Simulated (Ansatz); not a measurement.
# W on HfC (100)

This session takes HfC and sets out to cut and relax a (100) slab, then compare the adsorption sites of W.

Method: DFT PBEsol, scalar-relativistic, plane waves, PAW, in Ansatz 0.2.0.

1 further run of the same task is left out (set aside as unsound or not needed).

### Step 1. The structure to begin with

The structure is cubic, space group Fm-3m (No. 225). Conventional cell: a = 4.607 Å, b = 4.607 Å, c = 4.607 Å, α = 90.00°, β = 90.00°, γ = 90.00°. Hf (site symmetry m-3m) is surrounded by 6 C at 2.30 Å. C (site symmetry m-3m) is surrounded by 6 Hf at 2.30 Å.

Coordinates:

```cif
data_structure
_symmetry_space_group_name_H-M 'Fm-3m'
_symmetry_Int_Tables_number 225
_cell_length_a 4.6073
_cell_length_b 4.6073
_cell_length_c 4.6073
_cell_angle_alpha 90.000
_cell_angle_beta 90.000
_cell_angle_gamma 90.000
_cell_volume 97.80
loop_
_atom_site_label
_atom_site_type_symbol
_atom_site_symmetry_multiplicity
_atom_site_Wyckoff_symbol
_atom_site_fract_x
_atom_site_fract_y
_atom_site_fract_z
_atom_site_occupancy
Hf1 Hf 4 b 0.50000 0.00000 0.00000 1
C1 C 4 a 0.00000 0.00000 0.00000 1
```

This cell was relaxed beforehand with the same method: volume 12.23 Å³/atom, gap on the mesh none (metal).

### Step 2. The slab

Planes are indexed in the bulk's conventional cell (Fm-3m (No. 225)), a = 4.607 Å, b = 4.607 Å, c = 4.607 Å, α = 90.00°, β = 90.00°, γ = 90.00°.

A (100) slab, 6.9 Å thick as cut, with 17 Å of vacuum; its outer planes are HfC (top) and HfC (bottom).

The slab as cut. Its planes from the bottom up:

```csv
plane,atoms per cell,height over the lowest (Å)
1,HfC,0.00
2,HfC,2.30
3,HfC,4.61
4,HfC,6.91
```

### Step 3. Relaxing the clean slab

Contents of input.yaml:

```yaml
crystal:
  lattice:
    - [3.2578677675, 0.0, 0.0]
    - [0.0, 3.2578677675, 0.0]
    - [0.0, 0.0, 23.9109811718]
  atoms:
    - { symbol: Hf, position: [0.0, 0.0, 0.3554852032] }
    - { symbol: C, position: [0.5, 0.5, 0.3554852032] }
    - { symbol: Hf, position: [0.5, 0.5, 0.4518284011] }
    - { symbol: C, position: [0.0, 0.0, 0.4518284011] }
    - { symbol: Hf, position: [0.0, 0.0, 0.5481715989] }
    - { symbol: C, position: [0.5, 0.5, 0.5481715989] }
    - { symbol: Hf, position: [0.5, 0.5, 0.6445147968] }
    - { symbol: C, position: [0.0, 0.0, 0.6445147968] }
basis:
  ecutwfc: 420
kpoints:
  mp_grid: { grid: [9, 9, 1] }
hamiltonian:
  xc: pbesol
scf:
  occupations: { method: gaussian, width: 0.1 }
output:
  forces: true
  eigenvalues: true
relax:
  adjacent_minimum: "off"
  f_tol: 0.03
  max_steps: 70
  constraints: [{ sites: [0, 1, 2, 3] }]
efield:
  axis: 3
  dipole_correction: true
```

Further runs follow: start: W, top (C); W put at a hollow (nearest C) site; W at the bridge (Hf-C) site.

Before running it: what results should come out? Wanted: clean slab: work function; clean slab: dipole along +c; W: lowest end.

**Answer**, as computed:

| quantity | value |
| --- | --- |
| clean slab: work function | 4.08 eV (top face), 3.74 eV (bottom face) |
| clean slab: dipole along +c | -0.020 e·Å per cell |
| W: lowest end | E_ads -6.81 eV, from the top (C) start, 5 bonded, 1.96 Å high |

**Reading.** W binds with 6.81 eV at best, a strong chemical bond when counted from the free atom, not from the element's molecule or solid; the ends span 1.09 eV. A start on a symmetric site keeps its symmetry, so an end may be a saddle point and not a minimum. The runs treat Hf, W without spin-orbit coupling.
